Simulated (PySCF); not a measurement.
# C₂H₉Ge₂NO: a tour of settings

Aim: see how C₂H₉Ge₂NO (`CC(=O)[N]([GeH3])[GeH3]`) answers to the choice of functional, basis, grid and SCF options.

Computed with PySCF 2.14.0, with density-fitted response routines of our own, on a single molecule in the gas phase. Atoms count from 0, in the outputs and in this text.

## 1. The starting structure

15 atoms, charge 0, multiplicity 1; geometry from: GFN2-xTB.

Bonds of the start (Å): C0–C1 1.50, C1–O2 1.23, C1–N3 1.34, N3–Ge4 1.83, N3–Ge5 1.88, C0–H6 1.09, C0–H7 1.09, C0–H8 1.09, Ge4–H9 1.49, Ge4–H10 1.50, Ge4–H11 1.50, Ge5–H12 1.49, Ge5–H13 1.51, Ge5–H14 1.49.

## 2. NMR shieldings: PBE0/pcSseg-1

What the job is given:

```
{"job": {"kind": "nmr", "xc": "PBE0", "basis": "pcSseg-1"}, "charge": 0, "multiplicity": 1}
C      1.921819    -0.754505    -0.221912
C      0.984809     0.416518    -0.183577
O      1.356409     1.574611    -0.337475
N     -0.323427     0.196212     0.029139
Ge    -1.118978    -1.430557     0.287854
Ge    -1.129251     1.899414     0.002953
H      1.621037    -1.436109    -1.017964
H      2.935186    -0.405812    -0.400442
H      1.878063    -1.289294     0.727320
H     -2.568424    -1.143758     0.478632
H     -0.524149    -2.083100     1.500507
H     -0.883867    -2.290855    -0.918086
H     -0.971041     2.496977    -1.350667
H     -2.578748     1.548379     0.246761
H     -0.603852     2.709869     1.135047
```

Method: GIAO PBE0/pcSseg-1 NMR shielding, non-relativistic, gas phase.

Run with:

```bash
$ OMP_NUM_THREADS=1 python probes_run.py task.json out
```

The driver reads the jobs from task.json and runs them one after another.

Output:

```text
coarse grid: 57744 points
cycle   1  E = -4364.1963668102  dE = -5.490e-01  |g| = 1.433e+00  |ddm| = 3.714e+00
cycle   2  E = -4363.6392785152  dE =  5.571e-01  |g| = 2.134e+00  |ddm| = 2.437e+00
cycle   3  E = -4364.3316682479  dE = -6.924e-01  |g| = 6.155e-01  |ddm| = 2.131e+00
cycle   4  E = -4364.3983651332  dE = -6.670e-02  |g| = 1.299e-01  |ddm| = 4.555e-01
cycle   5  E = -4364.4000583237  dE = -1.693e-03  |g| = 7.475e-02  |ddm| = 1.304e-01
cycle   6  E = -4364.4012148337  dE = -1.157e-03  |g| = 1.120e-02  |ddm| = 6.157e-02
cycle   7  E = -4364.4012373711  dE = -2.254e-05  |g| = 2.416e-03  |ddm| = 1.116e-02
cycle   8  E = -4364.4012385234  dE = -1.152e-06  |g| = 7.546e-04  |ddm| = 2.300e-03
final grid: 119040 points
cycle   9  E = -4364.4012365050  dE =  4.648e-08  |g| = 1.142e-03  |ddm| = 2.774e-03
cycle  10  E = -4364.4012359041  dE =  6.009e-07  |g| = 2.097e-03  |ddm| = 2.535e-03
cycle  11  E = -4364.4012367642  dE = -8.601e-07  |g| = 3.050e-04  |ddm| = 1.659e-03
cycle  12  E = -4364.4012367841  dE = -1.991e-08  |g| = 1.396e-05  |ddm| = 2.309e-04
cycle  13  E = -4364.4012367841  dE = -3.183e-11  |g| = 8.380e-06  |ddm| = 1.584e-05
converged SCF energy = -4364.4012367841

GIAO shielding tensors (ppm)
atom      isotropic    diamagn.    paramagn.     s11        s22        s33       span
  0 C      164.161     251.771     -87.610    145.909    155.531    191.044     45.135
  1 C        4.028     250.077    -246.048    -71.733    -13.339     97.157    168.889
  2 O     -137.557     403.742    -541.299   -376.154   -238.696    202.179    578.333
  3 N      155.583     340.606    -185.023     52.054    160.701    253.995    201.941
  4 Ge    1492.936    2757.250   -1264.314   1407.693   1426.441   1644.674    236.981
  5 Ge    1489.497    2756.134   -1266.637   1384.467   1439.287   1644.737    260.270
  6 H       29.437      30.651      -1.214     24.943     29.924     33.444      8.501
  7 H       29.424      28.474       0.949     24.672     27.704     35.895     11.223
  8 H       29.434      30.659      -1.225     24.928     29.941     33.433      8.506
  9 H       27.203      30.072      -2.869     19.253     24.342     38.014     18.761
 10 H       27.117      29.849      -2.731     20.452     22.538     38.363     17.911
 11 H       27.119      29.850      -2.731     20.452     22.539     38.368     17.916
 12 H       26.976      29.631      -2.654     20.246     22.150     38.532     18.286
 13 H       27.602      30.261      -2.659     20.203     24.737     37.865     17.662
 14 H       26.977      29.631      -2.654     20.249     22.148     38.533     18.284
```

Wall time 37 s (1 thread of Arm Neoverse V2, shared host); peak memory 0.92 GiB.

The references, computed at this level on geometries of the same kind, shield at (ppm): 1H TMS 31.72, 13C TMS 186.9, 15N NH3 267.7, 17O H2O 336.1, 73Ge GeMe4 1331. Their shielding less the atom's gives the shift. The references are single molecules in the gas phase, so shifts against H2O, NH3, PH3, H3PO4 or CFCl3 are not on the usual liquid scales and can be off by tens of ppm. Atoms listed in one row are averaged.

```tsv
atoms	environment	σ (ppm)	δ (ppm)
C1	amide carbonyl carbon	4.0	182.9
C0	methyl carbon α to a carbonyl	164.2	22.8
H9, H10, H11, H12, H13, H14	hydrogen on a germanium bonded to N	27.17	4.55
H6, H7, H8	hydrogen on a methyl carbon α to a carbonyl	29.43	2.29
O2	amide-type carbonyl oxygen	-137.6	473.6
N3	amide-type nitrogen	155.6	112.1
Ge4, Ge5	germanium bonded to N, 3 H	1491	-160
```

Charges from the same density, by scheme (e):

```tsv
atoms	Mulliken	IAO	Hirshfeld	ESP fit
C0	-0.26	-0.47	-0.12	-0.62
C1	0.46	0.43	0.17	0.73
O2	-0.47	-0.50	-0.26	-0.56
N3	-1.08	-0.64	-0.24	-0.43
Ge4, Ge5	0.48	0.62	0.35	0.34
```

Mayer bond orders: C0–C1 1.03, C1–O2 1.77, C1–N3 1.12, N3–Ge4 0.73, N3–Ge5 0.68.

## 3. TDDFT and polarisability: PBE0/def2-SVPD

The job, as its differences from that of step 2:

```diff
@@ -1,2 +1,2 @@
-{"job": {"kind": "nmr", "xc": "PBE0", "basis": "pcSseg-1"}, "charge": 0, "multiplicity": 1}
+{"job": {"kind": "uv", "xc": "PBE0", "basis": "def2-SVPD", "nstates": 6, "ntriplets": 2}, "charge": 0, "multiplicity": 1}
 C      1.921819    -0.754505    -0.221912
```

Method: TDDFT PBE0/def2-SVPD, vertical, gas phase, core orbitals frozen in the response.

Output:

```text
coarse grid: 57744 points
cycle   1  E = -4364.0471785075  dE = -4.512e-01  |g| = 9.354e-01  |ddm| = 5.611e+00
cycle   2  E = -4363.5356260637  dE =  5.116e-01  |g| = 1.822e+00  |ddm| = 4.783e+00
cycle   3  E = -4364.1776341717  dE = -6.420e-01  |g| = 3.419e-01  |ddm| = 3.833e+00
cycle   4  E = -4364.1979088870  dE = -2.027e-02  |g| = 8.979e-02  |ddm| = 4.881e-01
cycle   5  E = -4364.1990575672  dE = -1.149e-03  |g| = 4.930e-02  |ddm| = 1.675e-01
cycle   6  E = -4364.1995670555  dE = -5.095e-04  |g| = 4.725e-03  |ddm| = 6.899e-02
cycle   7  E = -4364.1995722713  dE = -5.216e-06  |g| = 1.201e-03  |ddm| = 1.185e-02
final grid: 119040 points
cycle   8  E = -4364.1995626713  dE =  1.210e-07  |g| = 1.767e-03  |ddm| = 1.303e-02
cycle   9  E = -4364.1995612923  dE =  1.379e-06  |g| = 3.197e-03  |ddm| = 5.521e-03
cycle  10  E = -4364.1995632480  dE = -1.956e-06  |g| = 4.664e-04  |ddm| = 3.507e-03
cycle  11  E = -4364.1995632944  dE = -4.643e-08  |g| = 2.884e-05  |ddm| = 7.709e-04
cycle  12  E = -4364.1995632946  dE = -1.382e-10  |g| = 1.233e-05  |ddm| = 5.830e-05
converged SCF energy = -4364.1995632946

Static polarisability (au): isotropic 92.343, principal 74.616 99.446 102.967

Singlet excitations
state   eV       nm        f      main configurations
  1   5.7238    216.6   0.00011   H->L+2 0.93
  2   6.3953    193.9   0.00047   H-1->L 0.88, H-1->L+1 0.11
  3   6.4652    191.8   0.00414   H->L 0.79, H-1->L+2 0.10, H->L+1 0.08
  4   6.6766    185.7   0.03222   H->L+1 0.43, H-1->L+2 0.33, H->L 0.19
  5   6.7734    183.0   0.03108   H-1->L+1 0.86, H-1->L 0.11
  6   7.0831    175.0   0.11714   H-1->L+2 0.50, H->L+1 0.38

Triplet excitations (Tamm-Dancoff, eV): 5.2608 5.3900
```

Wall time 63 s (1 thread of Arm Neoverse V2, shared host); peak memory 1 GiB.

Frontier orbitals and where they lie:

```tsv
orbital	eV	atoms
HOMO−3	-9.57	Ge5 33 %, H12 20 %, H14 20 %
HOMO−2	-9.38	Ge5 35 %, H13 30 %, H12 7 %
HOMO−1	-7.70	N3 43 %, O2 26 %, C1 8 %
HOMO	-7.58	O2 64 %, C0 7 %, C1 7 %
LUMO	-0.04	Ge4 30 %, Ge5 17 %, H11 7 %
LUMO+1	0.14	Ge4 36 %, Ge5 13 %, H10 10 %
LUMO+2	0.21	C1 29 %, O2 22 %, N3 12 %
```

With each of the 6 states as a Gaussian band of 0.4 eV half-width at 1/e, the curve within the window shown has maxima at 178 nm (ε 6,200) L/(mol cm). Beyond the last state computed it falls off for lack of states. The curve at chosen wavelengths:

(nm, ε (L/mol/cm)): (168, 2884), (171, 4420), (174, 5631), (177, 6157), (180, 5956), (183, 5229), (186, 4239), (189, 3201), (192, 2258), (195, 1489), (198, 919), (201, 532), (204, 290), (206, 188), (209, 96), (212, 48), (215, 24), (218, 13), (221, 8), (224, 5), (227, 3), (230, 2), (233, 2), (236, 1), (239, 1), (242, 0)

Further results of this job:

```tsv
property	computed
dipole moment (D)	3.05
polarisability (Å³)	13.68
HOMO–LUMO gap (eV)	7.53
−ε(HOMO) (eV)	7.58
```

## 4. Nuclear shieldings: mPW1PW91/pcSseg-1

The job, as its differences from that of step 3:

```diff
@@ -1,2 +1,2 @@
-{"job": {"kind": "uv", "xc": "PBE0", "basis": "def2-SVPD", "nstates": 6, "ntriplets": 2}, "charge": 0, "multiplicity": 1}
+{"job": {"kind": "nmr", "xc": "mPW1PW91", "basis": "pcSseg-1", "pop": true}, "charge": 0, "multiplicity": 1}
 C      1.921819    -0.754505    -0.221912
```

Method: GIAO mPW1PW91/pcSseg-1 NMR shielding, non-relativistic, gas phase.

Output:

```text
coarse grid: 57744 points
cycle   1  E = -4365.2490516701  dE = -5.433e-01  |g| = 1.429e+00  |ddm| = 3.711e+00
cycle   2  E = -4364.6783086682  dE =  5.707e-01  |g| = 2.147e+00  |ddm| = 2.448e+00
cycle   3  E = -4365.3876108589  dE = -7.093e-01  |g| = 6.114e-01  |ddm| = 2.138e+00
cycle   4  E = -4365.4532563393  dE = -6.565e-02  |g| = 1.324e-01  |ddm| = 4.522e-01
cycle   5  E = -4365.4550621856  dE = -1.806e-03  |g| = 7.522e-02  |ddm| = 1.318e-01
cycle   6  E = -4365.4562301180  dE = -1.168e-03  |g| = 1.131e-02  |ddm| = 6.146e-02
cycle   7  E = -4365.4562530467  dE = -2.293e-05  |g| = 2.443e-03  |ddm| = 1.120e-02
cycle   8  E = -4365.4562542109  dE = -1.164e-06  |g| = 7.627e-04  |ddm| = 2.310e-03
final grid: 119040 points
cycle   9  E = -4365.4562433090  dE =  3.533e-08  |g| = 1.143e-03  |ddm| = 2.834e-03
cycle  10  E = -4365.4562427231  dE =  5.860e-07  |g| = 2.080e-03  |ddm| = 2.519e-03
cycle  11  E = -4365.4562435689  dE = -8.458e-07  |g| = 3.105e-04  |ddm| = 1.642e-03
cycle  12  E = -4365.4562435895  dE = -2.058e-08  |g| = 1.437e-05  |ddm| = 2.326e-04
cycle  13  E = -4365.4562435895  dE = -4.002e-11  |g| = 8.706e-06  |ddm| = 1.648e-05
converged SCF energy = -4365.4562435895

GIAO shielding tensors (ppm)
atom      isotropic    diamagn.    paramagn.     s11        s22        s33       span
  0 C      163.124     251.688     -88.563    144.846    154.565    189.962     45.116
  1 C        2.886     250.306    -247.420    -73.032    -14.757     96.446    169.478
  2 O     -137.575     403.905    -541.480   -375.748   -239.587    202.609    578.358
  3 N      154.169     340.934    -186.765     50.523    159.904    252.081    201.558
  4 Ge    1486.243    2757.438   -1271.195   1402.062   1421.213   1635.455    233.393
  5 Ge    1482.667    2756.290   -1273.623   1378.002   1434.353   1635.646    257.643
  6 H       29.492      30.707      -1.215     25.024     29.973     33.477      8.454
  7 H       29.466      28.500       0.966     24.732     27.771     35.895     11.163
  8 H       29.489      30.715      -1.226     25.009     29.991     33.466      8.457
  9 H       27.276      30.129      -2.853     19.342     24.406     38.080     18.738
 10 H       27.185      29.921      -2.735     20.528     22.612     38.416     17.888
 11 H       27.187      29.922      -2.735     20.528     22.612     38.421     17.893
 12 H       27.041      29.681      -2.640     20.320     22.224     38.578     18.258
 13 H       27.666      30.310      -2.644     20.272     24.799     37.927     17.655
 14 H       27.041      29.681      -2.640     20.323     22.221     38.579     18.256
```

It took 36 s on 1 thread of Arm Neoverse V2, shared host; peak memory 0.94 GiB.

This run: δ C1 183.2, C0 22.9, O2 472.4, N3 112.1, H9 4.53, H6 2.28 ppm (means over like atoms).

(Part 1 of 2 ends here.)
